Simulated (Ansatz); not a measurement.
CaZrN₂, space group R-3m, a phonon calculation by finite displacements

Program: the Python package of Ansatz (0.2.0).

Script `cazrn2.py`:
```python
"""Lattice dynamics of CaZrN2 in a supercell."""

from pathlib import Path
import warnings

import ansatz
import numpy as np

warnings.simplefilter("ignore", ansatz.DeckWarning)

lattice = ansatz.Lattice.of(
    (1.65709, 0.956722, 5.606693),
    (-1.65709, 0.956722, 5.606693),
    (0.0, -1.913443, 5.606693),
)
sites = [
    ("Ca", (0.0, 0.0, 0.0)),
    ("Zr", (0.5, 0.5, 0.5)),
    ("N", (0.238122, 0.238122, 0.238122)),
    ("N", (0.761878, 0.761878, 0.761878)),
]
structure = ansatz.Crystal(lattice=lattice)
for symbol, position in sites:
    structure = structure.atom(symbol, position)

# the cell itself: zone-centre modes alone
base = structure.calculation()
base = base.functional(ansatz.Functional.LDA).occupations("fixed")
base = base.kpoints(6, 6, 6)
base = base.phonons("fd", supercell=1, amplitude=0.01)
res = base.run(threads=1, pin="off", runs_dir="out")
folder = Path(res.output_folder) / "results"
ph = res.phonons

for mode, w in enumerate(ph.gamma_omega_inv_cm, start=1):
    print(f"Gamma mode {mode:2d}: {w:8.1f} 1/cm  {w / 33.35641:7.3f} THz")
print(f"{ph.n_members} displaced supercells, sum-rule residual {ph.asr_residual_pre_ev_ang2:.1e} eV/A^2")
optical = np.sort(ph.gamma_omega_inv_cm)
print("imaginary modes at Gamma:", int((optical < -10).sum()), "- highest mode", round(float(optical[-1]), 1), "1/cm")
```

Output of `python cazrn2.py`:
```text
Gamma mode  1:      0.0 1/cm    0.000 THz
Gamma mode  2:      0.0 1/cm    0.000 THz
Gamma mode  3:      0.0 1/cm    0.000 THz
Gamma mode  4:    102.4 1/cm    3.069 THz
Gamma mode  5:    102.4 1/cm    3.069 THz
Gamma mode  6:    202.9 1/cm    6.082 THz
Gamma mode  7:    202.9 1/cm    6.082 THz
Gamma mode  8:    235.0 1/cm    7.045 THz
Gamma mode  9:    380.9 1/cm   11.418 THz
Gamma mode 10:    416.4 1/cm   12.484 THz
Gamma mode 11:    416.4 1/cm   12.484 THz
Gamma mode 12:    584.2 1/cm   17.513 THz
4 displaced supercells, sum-rule residual 1.2e-03 eV/A^2
imaginary modes at Gamma: 0 - highest mode 584.2 1/cm
```

Caveats:
- No spin polarisation was allowed.
- The cell isn't relaxed first, so the values belong to this volume.
- No non-analytic term is added, so at the zone centre the longitudinal optical modes of a polar crystal aren't split off.
- The structure comes from a database of computed cells and needn't be a stable or known phase.
- The structure is taken as given and the supercell is small; imaginary modes can come from an unrelaxed or unstable start.
- Run time: 24 s on 1 thread of Arm Neoverse V2 (shared host), peak memory 0.48 GiB.
